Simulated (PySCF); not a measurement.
# H8N4Pm (Pm(NH2)4-): the cost of one run

Method: PBE0, Pm lcecp-1-SVP with ECP50, N def2-SVP, H def2-SVP; scalar-relativistic core potentials, no spin–orbit coupling; program: PySCF 2.14.0.

1 further run of the same task is left out (for a known fault of the program).

### 1 The system as given

13 atoms, charge -1, spin multiplicity 1.

Bond lengths: Pm1–N2 2.313 Å, Pm1–N5 2.313 Å, Pm1–N8 2.313 Å, Pm1–N11 2.313 Å, N2–H3 1.018 Å, N2–H4 1.018 Å, N5–H6 1.018 Å, N5–H7 1.018 Å, N8–H9 1.018 Å, N8–H10 1.018 Å, N11–H12 1.018 Å, N11–H13 1.018 Å. Angles: N2–Pm1–N5 109.5°, N2–Pm1–N8 109.5°, N2–Pm1–N11 109.5°, N5–Pm1–N8 109.5°, N5–Pm1–N11 109.5°, N8–Pm1–N11 109.5°, Pm1–N2–H3 125.4°, Pm1–N2–H4 125.4°, H3–N2–H4 109.2°, Pm1–N5–H6 125.4°, Pm1–N5–H7 125.4°, H6–N5–H7 109.2°, Pm1–N8–H9 125.4°, Pm1–N8–H10 125.4°, H9–N8–H10 109.2°, Pm1–N11–H12 125.4°, Pm1–N11–H13 125.4°, H12–N11–H13 109.2°.

As a file:

| atom | x (Å) | y (Å) | z (Å) |
| --- | --- | --- | --- |
| Pm1 | 0.0000 | 0.0000 | 0.0000 |
| N2 | 1.3354 | 1.3354 | 1.3354 |
| H3 | 1.6760 | 1.0891 | 2.2629 |
| H4 | 1.6760 | 2.2629 | 1.0891 |
| N5 | -1.3354 | -1.3354 | 1.3354 |
| H6 | -1.6760 | -1.0891 | 2.2629 |
| H7 | -1.6760 | -2.2629 | 1.0891 |
| N8 | 1.3354 | -1.3354 | -1.3354 |
| H9 | 1.6760 | -2.2629 | -1.0891 |
| H10 | 1.6760 | -1.0891 | -2.2629 |
| N11 | -1.3354 | 1.3354 | -1.3354 |
| H12 | -1.6760 | 2.2629 | -1.0891 |
| H13 | -1.6760 | 1.0891 | -2.2629 |

Formal oxidation states: Pm +3. Each metal's 4 4f electrons lie in its core potential, so multiplicities, spins and levels count the valence alone.

### 2 SCF at the start, singlet

run.py (the lines that set the calculation) reads:

```python
mol = gto.M(atom='''
Pm     0.00000     0.00000     0.00000
N      1.33540     1.33540     1.33540
H      1.67600     1.08910     2.26290
H      1.67600     2.26290     1.08910
N     -1.33540    -1.33540     1.33540
H     -1.67600    -1.08910     2.26290
H     -1.67600    -2.26290     1.08910
N      1.33540    -1.33540    -1.33540
H      1.67600    -2.26290    -1.08910
H      1.67600    -1.08910    -2.26290
N     -1.33540     1.33540    -1.33540
H     -1.67600     2.26290    -1.08910
H     -1.67600     1.08910    -2.26290''',
    basis={'Pm': 'lcecp-1-SVP', 'N': 'def2-SVP', 'H': 'def2-SVP'},
    ecp={'Pm': 'lcecp-1-SVP'},
    charge=-1, spin=0)
mf = dft.RKS(mol, xc='PBE0')
mf.grids.atom_grid = (50, 194)  # f atoms: unpruned, at least (60, 302)
mf = mf.density_fit()  # fitting sets: Pm AutoAux, N def2-universal-JKFIT, H def2-universal-JKFIT
mf.conv_tol = 1e-08; mf.max_cycle = 55
mf.kernel(dm0)  # dm0: free metal ions and neutral atoms
```

Run with:

```sh
$ OMP_NUM_THREADS=2 python run.py
```

What time and memory should one allow on 2 threads of Arm Neoverse V2, shared host?

About 5.2 s, with a peak of 0.81 GiB.
